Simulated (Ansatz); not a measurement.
# SiSnGe2: the cost of one run

Program: Ansatz 0.2.0. Level of theory: DFT PBE, scalar-relativistic, plane waves, PAW. These are calculated values, not measurements.

5 further runs of the same task are left out: 5 set aside as unsound or not needed.

## Step 1: The system as given

It takes space group P-4m2 (No. 115, tetragonal). Conventional cell: a = 4.160 Å, b = 4.160 Å, c = 5.941 Å, α = 90.00°, β = 90.00°, γ = 90.00°. Around Si (site symmetry -4m2) lie 4 Ge at 2.47 Å. Sn (site symmetry -4m2) is surrounded by 4 Ge at 2.64 Å. Around Ge (site symmetry 2mm) lie 2 Si at 2.47 Å and 2 Sn at 2.64 Å.

Coordinates:

```cif
data_structure
_symmetry_space_group_name_H-M 'P-4m2'
_symmetry_Int_Tables_number 115
_cell_length_a 4.1601
_cell_length_b 4.1601
_cell_length_c 5.9409
_cell_angle_alpha 90.000
_cell_angle_beta 90.000
_cell_angle_gamma 90.000
_cell_volume 102.82
loop_
_atom_site_label
_atom_site_type_symbol
_atom_site_symmetry_multiplicity
_atom_site_Wyckoff_symbol
_atom_site_fract_x
_atom_site_fract_y
_atom_site_fract_z
_atom_site_occupancy
Si1 Si 1 a 0.00000 0.00000 0.00000 1
Sn1 Sn 1 c 0.50000 0.50000 0.50000 1
Ge1 Ge 2 g 0.50000 0.00000 0.77483 1
```

The cell was made up by rule, so the compound may not exist in this form.

This cell was relaxed beforehand with the same method: volume 25.70 Å³/atom, gap on the mesh none (metal).

The cell was built by a swap of Si by Sn on half of its sites in SiGe; it need not be the stable form of this composition.

## Step 2: The cell under 5 GPa

At a set pressure the run lowers the enthalpy E + PV, so the energy alone may rise along the way.

Contents of input.yaml:

```yaml
crystal:
  lattice:
    - [4.1601036747, 0.0, 0.0]
    - [0.0, 4.1601036747, 0.0]
    - [0.0, 0.0, 5.940887043]
  atoms:
    - { symbol: Si, position: [0.0, 0.0, 0.0] }
    - { symbol: Sn, position: [0.5, 0.5, 0.5] }
    - { symbol: Ge, position: [0.5, 0.0, 0.7748254608] }
    - { symbol: Ge, position: [0.0, 0.5, 0.2251745392] }
basis:
  ecutwfc: 420
kpoints:
  mp_grid: { grid: [10, 10, 8] }
hamiltonian:
  xc: pbe
scf:
  occupations: { method: fermi_dirac, width: 0.15 }
output:
  forces: true
  stress: true
  eigenvalues: true
relax:
  adjacent_minimum: "off"
  f_tol: 0.001
  max_steps: 60
  cell: { stress_tol: 0.02, p_target: 5.0 }
```

The run is started by

```bash
$ ansatz run input.yaml --threads 2 --pin off --max-ram 7168MiB --backend cpu --events-out ev --progress --plain --runs-dir out
```

What time and memory should one allow on 2 threads of Arm Neoverse V2, shared host?

About 87 s, with a peak of 0.51 GiB.
